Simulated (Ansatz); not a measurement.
# CH8Ge: the cost of one run

Method: PBE0-D4/def2-SVP; program: Ansatz 0.2.0, Gaussian basis.

116 further runs of the same task are left out: 116 set aside as unsound or not needed.

### Step 1. Where the work starts

The start, a pair relaxed at PBE0-D4: SMILES `C.[GeH4]`, 10 atoms, charge 0, spin multiplicity 1.

Atoms are counted from 1 here; the program's logs count them from 0.

Bond lengths: C1–H2 1.090 Å, C1–H3 1.090 Å, C1–H4 1.090 Å, C1–H5 1.090 Å, Ge6–H7 1.534 Å, Ge6–H8 1.535 Å, Ge6–H9 1.534 Å, Ge6–H10 1.534 Å. Angles: H2–C1–H3 109.5°, H2–C1–H4 109.5°, H2–C1–H5 109.4°, H3–C1–H4 109.5°, H3–C1–H5 109.4°, H4–C1–H5 109.4°, H7–Ge6–H8 109.4°, H7–Ge6–H9 109.5°, H7–Ge6–H10 109.5°, H8–Ge6–H9 109.4°, H8–Ge6–H10 109.4°, H9–Ge6–H10 109.5°.

Coordinates:

```mol
CH8Ge
  3D, bonds by distance, orders not assigned

 10  8  0  0  0  0  0  0  0  0999 V2000
    0.2131   -0.1677   -1.9241 C   0  0
   -0.0958    0.8492   -1.6833 H   0  0
   -0.5458   -0.8698   -1.5794 H   0  0
    1.1610   -0.3858   -1.4325 H   0  0
    0.3334   -0.2645   -3.0028 H   0  0
   -0.2131    0.1676    1.9233 Ge  0  0
   -0.2630    1.5602    1.2815 H   0  0
   -0.3865    0.2997    3.4427 H   0  0
    1.1399   -0.4889    1.6198 H   0  0
   -1.3434   -0.7001    1.3547 H   0  0
  1  2  8  0
  1  3  8  0
  1  4  8  0
  1  5  8  0
  6  7  8  0
  6  8  8  0
  6  9  8  0
  6 10  8  0
M  END
```

### Step 2. Dynamics

The input, md/in.yaml:

```yaml
crystal:
  periodic: [false, false, false]
  atoms:
    - {symbol: C, position_ang: [0.213111, -0.167738, -1.924088]}
    - {symbol: H, position_ang: [-0.095802, 0.849238, -1.683317]}
    - {symbol: H, position_ang: [-0.545763, -0.869836, -1.579379]}
    - {symbol: H, position_ang: [1.161003, -0.385802, -1.432540]}
    - {symbol: H, position_ang: [0.333353, -0.264535, -3.002751]}
    - {symbol: Ge, position_ang: [-0.213061, 0.167610, 1.923287]}
    - {symbol: H, position_ang: [-0.262956, 1.560226, 1.281548]}
    - {symbol: H, position_ang: [-0.386473, 0.299691, 3.442676]}
    - {symbol: H, position_ang: [1.139949, -0.488874, 1.619770]}
    - {symbol: H, position_ang: [-1.343360, -0.700079, 1.354695]}
basis:
  gaussian: {orbitals: def2-SVP}
hamiltonian: {xc: pbe0, dispersion: d4}
md: {n_steps: 60, timestep: 0.75, temperature: 300, ensemble: nvt_nose_hoover, seed: 761, initial_velocities: maxwell_boltzmann}
```

Command:

```
> ansatz run in.yaml --threads 4 --pin off --events-out ev --progress --plain --max-ram 9574MiB
```

**Question.** How long does this run take on 4 threads of Intel Xeon Platinum 8488C, shared host?

About 39 s.
